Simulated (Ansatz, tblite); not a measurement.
# The cluster Ga₄H₁₂O₁₂: rung by rung

The task here is to estimate one member of a computed series from the others.

Method: as each input shows; program: Ansatz 0.2.0, Gaussian basis.

Levels to be run: GFN1-xTB, GFN2-xTB, PBE-D4/def2-TZVP, r2SCAN-D4/def2-TZVP, BHLYP-D4/def2-TZVP, ωB97M-V/def2-TZVP, LC-ωPBE/def2-TZVP, PBE+5HF/def2-SVP, PBE+10HF/def2-SVP, PBE+15HF/def2-SVP, PBE+35HF/def2-SVP, PBE+50HF/def2-SVP, PBE-D4/def2-SVP, PBE0-D4/def2-SVP, HF/STO-3G, HF/6-31G, B3LYP-D4/6-31G, MP2/def2-SVP, RPA/def2-SVP.

## The geometry

The singlet was relaxed beforehand with r2SCAN-D4/def2-SVP.

28 atoms, charge 0, spin multiplicity 1.

Bond lengths: Ga1–O6 2.022 Å, Ga1–O8 1.820 Å, Ga1–O10 2.097 Å, Ga1–O11 2.088 Å, Ga1–O12 2.019 Å, Ga1–O15 1.990 Å, Ga2–O5 1.837 Å, Ga2–O6 1.920 Å, Ga2–O7 1.783 Å, Ga2–O12 1.874 Å, Ga3–O13 1.821 Å, Ga3–O14 1.943 Å, Ga3–O15 1.878 Å, Ga3–O16 1.792 Å, Ga4–O9 1.779 Å, Ga4–O10 1.839 Å, Ga4–O11 1.873 Å, Ga4–O14 1.894 Å and more. Angles: O6–Ga1–O8 101.7°, O6–Ga1–O10 85.8°, O6–Ga1–O11 102.7°, O6–Ga1–O12 77.2°, O6–Ga1–O15 164.0°, O8–Ga1–O10 165.4°, O8–Ga1–O11 93.7°, O8–Ga1–O12 107.8°, O8–Ga1–O15 90.8°, O10–Ga1–O11 72.3°, O10–Ga1–O12 86.0°, O10–Ga1–O15 84.3°, O11–Ga1–O12 158.2°, O11–Ga1–O15 86.3°, O12–Ga1–O15 89.5°, O5–Ga2–O6 108.0°, O5–Ga2–O7 113.9°, O5–Ga2–O12 103.8° and more.

PBE0-D4/def2-TZVP was run before; its log isn't repeated, and its numbers join the tables.

The first run:

Tight binding, by tblite at 300 K electronic temperature and without a spin-polarisation term:

```python
tblite.interface.Calculator('GFN1-xTB', numbers, positions, charge=0, uhf=0).singlepoint()
```

Tight binding, by tblite at 300 K electronic temperature and without a spin-polarisation term:

```python
tblite.interface.Calculator('GFN2-xTB', numbers, positions, charge=0, uhf=0).singlepoint()
```

start.molden holds the orbitals of an earlier run on this state, given as this run's starting guess.

in.yaml

```yaml
crystal:
  periodic: [false, false, false]
  atoms:
    - {symbol: Ga, position_ang: [0.328829, 0.533179, 1.198692]}
    - {symbol: Ga, position_ang: [1.413094, 2.208026, -0.931558]}
    - {symbol: Ga, position_ang: [0.248693, -2.400182, -0.363343]}
    - {symbol: Ga, position_ang: [-2.312780, -0.560069, 0.243250]}
    - {symbol: O, position_ang: [0.318110, 1.625173, -2.286259]}
    - {symbol: O, position_ang: [0.331593, 2.474430, 0.631943]}
    - {symbol: O, position_ang: [2.526548, 3.515350, -1.412599]}
    - {symbol: O, position_ang: [0.955604, 0.646927, 2.903197]}
    - {symbol: O, position_ang: [-4.052105, -0.475955, -0.121134]}
    - {symbol: O, position_ang: [-0.819209, 0.192042, -0.522099]}
    - {symbol: O, position_ang: [-1.647918, 0.235274, 1.803166]}
    - {symbol: O, position_ang: [1.911911, 0.631083, -0.050499]}
    - {symbol: O, position_ang: [1.210592, -1.536491, -1.646201]}
    - {symbol: O, position_ang: [-1.687056, -2.276823, -0.256454]}
    - {symbol: O, position_ang: [0.503869, -1.449157, 1.235674]}
    - {symbol: O, position_ang: [0.509692, -4.162655, -0.170118]}
    - {symbol: H, position_ang: [0.273120, 2.163714, -3.084530]}
    - {symbol: H, position_ang: [-0.505328, 2.952361, 0.577809]}
    - {symbol: H, position_ang: [3.185075, 3.726607, -0.739091]}
    - {symbol: H, position_ang: [1.347030, 1.508844, 3.087774]}
    - {symbol: H, position_ang: [-4.498294, 0.259506, 0.317181]}
    - {symbol: H, position_ang: [-0.661317, 0.721166, -1.351329]}
    - {symbol: H, position_ang: [-1.661134, -0.154231, 2.688082]}
    - {symbol: H, position_ang: [1.909775, -0.172255, -0.632576]}
    - {symbol: H, position_ang: [0.693422, -0.877201, -2.133830]}
    - {symbol: H, position_ang: [-2.150221, -3.108280, -0.085972]}
    - {symbol: H, position_ang: [1.165998, -1.709440, 1.890654]}
    - {symbol: H, position_ang: [1.162396, -4.510923, -0.789851]}
basis:
  gaussian: {orbitals: def2-TZVP, fitting: {mean_field: def2-universal-jkfit}, initial_orbitals: start.molden}
hamiltonian: {xc: pbe, dispersion: d4}
scf: {omitted_lower_state_checks: [starts]}
output: {orbitals: {seedname: orbitals}}
```

The run is started by

```
$ ansatz run in.yaml --threads 2 --pin off --events-out ev --progress --plain --max-ram 32768MiB --backend cuda --devices 0, --max-vram 18GiB
```

Among the steps run: PBE-D4/def2-TZVP; r2SCAN-D4/def2-TZVP; BHLYP-D4/def2-TZVP; ωB97M-V/def2-TZVP; LC-ωPBE/def2-TZVP; PBE+5HF/def2-SVP; PBE+10HF/def2-SVP; PBE+15HF/def2-SVP; PBE+35HF/def2-SVP; PBE+50HF/def2-SVP; PBE-D4/def2-SVP; PBE0-D4/def2-SVP; HF/STO-3G; HF/6-31G; B3LYP-D4/6-31G; MP2/def2-SVP; RPA/def2-SVP.

One of the session's tables, all rows but one given; the rest of the session is left out.

It belongs to the step «Binding energy». 

| level | binding an atom (eV) |
| --- | --- |
| HF/6-31G | 2.415 |
| HF/def2-SVP | 2.596 |
| PBE-D4/def2-SVP | 3.969 |
| PBE-D4/def2-TZVP | 3.923 |
| r2SCAN-D4/def2-TZVP | 3.890 |
| B3LYP-D4/6-31G | 3.754 |
| PBE0-D4/def2-SVP | 3.841 |
| PBE0-D4/def2-TZVP | ? |
| BHLYP-D4/def2-TZVP | 3.652 |
| LC-ωPBE/def2-TZVP | 3.847 |
| ωB97M-V/def2-TZVP | 3.867 |
| MP2/def2-SVP | 3.809 |

Estimate the missing values for PBE0-D4/def2-TZVP.

As computed: binding an atom (eV): 3.805. In the column «binding an atom (eV)» it lies between B3LYP-D4/6-31G (3.754) and MP2/def2-SVP (3.809).

Limits of these values: Free atoms were run apart at each level; binding is atoms less cluster, divided by the number of atoms, without zero-point or spin-orbit terms.
